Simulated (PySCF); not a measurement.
**HoF3(NH3): other functionals and bases at one geometry**

How far do other levels of theory move the description of HoF3(NH3), and what does each cost? It is a constructed species; whether it can be made isn't addressed.

The runs use PySCF 2.14.0; several levels, as the steps say, no spin–orbit coupling.

1 further run of the same task is left out (for a known fault of the program).

**1. Starting geometry**

8 atoms, charge 0, spin multiplicity 1.

Bond lengths: Ho1–F2 2.021 Å, Ho1–F3 2.021 Å, Ho1–F4 2.021 Å, Ho1–N5 2.483 Å, N5–H6 1.022 Å, N5–H7 1.022 Å, N5–H8 1.022 Å. Angles: F2–Ho1–F3 118.3°, F2–Ho1–F4 118.3°, F2–Ho1–N5 97.6°, F3–Ho1–F4 118.3°, F3–Ho1–N5 97.6°, F4–Ho1–N5 97.6°, Ho1–N5–H6 112.3°, Ho1–N5–H7 112.3°, Ho1–N5–H8 112.3°, H6–N5–H7 106.5°, H6–N5–H8 106.5°, H7–N5–H8 106.5°.

Geometry (Å):

```csv
atom,x (Å),y (Å),z (Å)
Ho1,0.0965,-0.0965,0.0965
F2,1.0693,1.3839,1.0693
F3,-1.3839,-1.0693,1.0693
F4,1.0693,-1.0693,-1.3839
N5,-1.3373,1.3373,-1.3373
H6,-1.9474,1.9474,-0.7895
H7,-0.7895,1.9474,-1.9474
H8,-1.9474,0.7895,-1.9474
```

Formal oxidation states: Ho +3. Each metal's 10 4f electrons lie in its core potential, so multiplicities, spins and levels count the valence alone. An earlier session relaxed this geometry at PBE0, Ho lcecp-1-SVP with ECP56, F def2-SVP, N def2-SVP, H def2-SVP (singlet, point group C3v).

At PBE0 on the finer grid: E = -393.417124 Eh, HOMO -9.49 eV, LUMO -0.78 eV, Mulliken charge on Ho1 +1.15 e, largest force component 0.006 eV/Å. 

Levels to run: CAM-B3LYP; B3LYP; PBE0, TZVP. Hardware: 2 threads of Arm Neoverse V2, shared host.

**2. CAM-B3LYP**

The input, run.py (the lines that set the calculation):

```python
mol = gto.M(atom='''
Ho     0.09650    -0.09650     0.09650
F      1.06927     1.38385     1.06927
F     -1.38385    -1.06927     1.06927
F      1.06927    -1.06927    -1.38385
N     -1.33727     1.33727    -1.33727
H     -1.94745     1.94745    -0.78952
H     -0.78952     1.94745    -1.94745
H     -1.94745     0.78952    -1.94745''',
    basis={'Ho': 'lcecp-1-SVP', 'F': 'def2-SVP', 'N': 'def2-SVP', 'H': 'def2-SVP'},
    ecp={'Ho': 'lcecp-1-SVP'},
    charge=0, spin=0)
mf = dft.RKS(mol, xc='CAMB3LYP')
mf.grids.atom_grid = (75, 302)  # f atoms: unpruned, at least (60, 302)
mf = mf.density_fit()  # fitting sets: Ho AutoAux, F def2-universal-JKFIT, N def2-universal-JKFIT, H def2-universal-JKFIT
mf.conv_tol = 1e-08; mf.max_cycle = 55
mf.kernel(dm0)  # dm0: the density of the relaxed state
```

The run is started by

```
OMP_NUM_THREADS=2 python run.py
```

**3. B3LYP**

Changes to run.py (the lines that set the calculation) since step 2:

```diff
@@ -12,3 +12,3 @@
     charge=0, spin=0)
-mf = dft.RKS(mol, xc='CAMB3LYP')
+mf = dft.RKS(mol, xc='B3LYP')
 mf.grids.atom_grid = (75, 302)  # f atoms: unpruned, at least (60, 302)
```

**4. PBE0, TZVP**

Basis: Ho lcecp-1-TZVP with ECP56, F def2-TZVP, N def2-TZVP, H def2-TZVP. 

Changes to run.py (the lines that set the calculation) since step 3:

```diff
@@ -9,6 +9,6 @@
 H     -1.94745     0.78952    -1.94745''',
-    basis={'Ho': 'lcecp-1-SVP', 'F': 'def2-SVP', 'N': 'def2-SVP', 'H': 'def2-SVP'},
-    ecp={'Ho': 'lcecp-1-SVP'},
+    basis={'Ho': 'lcecp-1-TZVP', 'F': 'def2-TZVP', 'N': 'def2-TZVP', 'H': 'def2-TZVP'},
+    ecp={'Ho': 'lcecp-1-TZVP'},
     charge=0, spin=0)
-mf = dft.RKS(mol, xc='B3LYP')
+mf = dft.RKS(mol, xc='PBE0')
 mf.grids.atom_grid = (75, 302)  # f atoms: unpruned, at least (60, 302)
@@ -16,2 +16,2 @@
 mf.conv_tol = 1e-08; mf.max_cycle = 55
-mf.kernel(dm0)  # dm0: the density of the relaxed state
+mf.kernel(dm0)  # dm0: free metal ions and neutral atoms
```

What does the calculation give? Wanted: for each run, HOMO; gap; charge on Ho1; dipole; largest force.

The runs gave:

| level | state | HOMO (eV) | gap (eV) | charge on Ho1 (e) | dipole (D) | largest force (eV/Å) | basis functions | time |
| --- | --- | --- | --- | --- | --- | --- | --- | --- |
| PBE0 (relaxed here) | singlet | -9.49 | 8.70 | 1.15 | 5.95 | 0.01 | 104 | 14 s |
| CAM-B3LYP | singlet | -10.99 | 10.86 | 1.10 | 5.95 | 0.05 | 104 | 6.2 s |
| B3LYP | singlet | -9.16 | 8.03 | 1.08 | 5.92 | 0.13 | 104 | 4.8 s |
| PBE0, TZVP | singlet | -9.67 | 8.67 | 1.61 | 5.92 | 0.22 | 189 | 14 s |

Times are on 2 threads of Arm Neoverse V2, shared host; the first row also made further properties.

In one basis the HOMO–LUMO gap runs from 8.03 eV (B3LYP) to 10.86 eV (CAM-B3LYP). The largest leftover force, 0.22 eV/Å with PBE0, TZVP, stands at a geometry relaxed at another level. The Mulliken charge on Ho spans +1.08 to +1.61 e over the levels. With 4f in the core, its levels are missing from HOMO and gap. Total energies of different levels can't be compared. Spin–orbit coupling is left out throughout.
